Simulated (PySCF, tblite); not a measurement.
**C₆H₇NOSi: geometry, infrared bands and NMR shifts**

Wanted: the infrared bands and NMR shifts of C₆H₇NOSi (`C[SiH2]c1ccc(C#N)o1`), by calculation.

The runs use tblite 0.8.0 and PySCF 2.14.0, with density-fitted response routines of our own; the level of theory stands in each step. All values are computed, except where a source is named. Atoms are numbered from 0 throughout.

## Step 1: The starting structure

16 atoms, charge 0, multiplicity 1; geometry from: force field or distance geometry start.

Bonds of the start (Å): C0–Si1 1.83, Si1–C2 1.87, C2–C3 1.38, C3–C4 1.41, C4–C5 1.37, C5–C6 1.43, C6–N7 1.16, C5–O8 1.35, O8–C2 1.38, C0–H9 1.09, C0–H10 1.09, C0–H11 1.11, Si1–H12 1.50, Si1–H13 1.49, C3–H14 1.08, C4–H15 1.08.

## Step 2: Relaxing the molecule with GFN2-xTB

What the job is given:

```
{"job": {"kind": "relax", "xc": "GFN2-xTB", "basis": "xTB"}, "charge": 0, "multiplicity": 1}
C     -2.466500     1.010100    -0.041800
Si    -1.625100    -0.308600     0.908500
C      0.085600    -0.493700     0.164700
C      0.799200    -1.560000    -0.351300
C      2.050200    -1.074500    -0.780000
C      2.027400     0.275800    -0.537400
C      2.997500     1.295500    -0.766700
N      3.806600     2.112000    -0.955900
O      0.859100     0.638700     0.035300
H     -2.550700     0.753900    -1.097800
H     -1.947300     1.965300     0.034000
H     -3.496400     1.167300     0.331800
H     -1.514100     0.047900     2.365500
H     -2.344800    -1.604000     0.794200
H      0.453100    -2.585200    -0.379100
H      2.858600    -1.631600    -1.222000
```

On the command line:

```console
OMP_NUM_THREADS=1 python probes_run.py task.json out
```

The driver reads the jobs from task.json and runs them one after another.

**Question.** This job is followed by: GFN2-xTB harmonic vibrations, gas phase; GIAO PBE0/pcSseg-1 NMR shielding, non-relativistic, gas phase. Predict these results of the whole session: strongest single infrared mode (GFN2-xTB); zero-point energy (GFN2-xTB); 13C shifts against TMS (PBE0/pcSseg-1); 1H shifts against TMS (PBE0/pcSseg-1, means over atoms taken as alike); 29Si shifts against TMS (PBE0/pcSseg-1); 15N shifts against NH3 (PBE0/pcSseg-1); 17O shifts against H2O (PBE0/pcSseg-1).

The runs gave:

```
                                                              quantity                                        value
                             strongest single infrared mode (GFN2-xTB)                        2238 cm⁻¹, 352 km/mol
                                          zero-point energy (GFN2-xTB)                                69.0 kcal/mol
                                13C shifts against TMS (PBE0/pcSseg-1)  166.4, 138.1, 132.1, 129.2, 116.8, -6.4 ppm
1H shifts against TMS (PBE0/pcSseg-1, means over atoms taken as alike)                   7.37, 7.09, 4.69, 0.48 ppm
                               29Si shifts against TMS (PBE0/pcSseg-1)                                    -55.6 ppm
                                15N shifts against NH3 (PBE0/pcSseg-1)                                    332.0 ppm
                                17O shifts against H2O (PBE0/pcSseg-1)                                    329.0 ppm
```

In words: Over 48 steps the energy fell by 0.142 eV; of the close pairs, C0–Si1 changed most, 1.830 to 1.896 Å. No mode is imaginary among the 42: a minimum at this level. The strongest single mode, at 2238 cm⁻¹, moves mainly H12. GFN2-xTB is a fitted tight-binding method: band positions and strengths are rough. Its intensities can rank the bands wrongly. At PBE0/pcSseg-1: The largest span, 448 ppm, is at N7, where the paramagnetic term is -405 ppm. NICS(1)zz of -27 ppm above the planar ring from C2 marks a diatropic (aromatic) ring current.
